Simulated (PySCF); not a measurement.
# CuF4 ([CuF4]2-): the cost of one run

Computed with PySCF 2.14.0 and routines of our own; the level stands in each step. Atoms count from 0.

## (1) The system as given

5 atoms, charge -2, states of the metal's open shell are computed; geometry from: model start, shaken.

## (2) Optimising the geometry at PBE0-D3(BJ)/def2-TZVP

Job settings and geometry (Å):

```
{"job": {"xc": "PBE0", "basis": "def2-TZVP", "d3": "d3bj", "grid": 1, "maxiter": 45, "solvent": "water", "kind": "geom"}, "charge": -2, "metal": "Cu", "open_shell": "d9"}
Cu     0.000020     0.004480    -0.004110
F      1.210680     1.217220     0.792330
F     -1.223130    -1.203930     0.799820
F     -1.233340     1.231380    -0.801850
F      1.225620    -1.237990    -0.807640
```

On the command line:

```bash
OMP_NUM_THREADS=1 python lf_run.py task.json out
```

One launch serves the whole session: the jobs run in the order shown.

**Question.** How long does this first job take on 1 thread of Arm Neoverse V2, shared host, and how much memory does it need?

About 1.7 min, with a peak of 0.94 GiB.
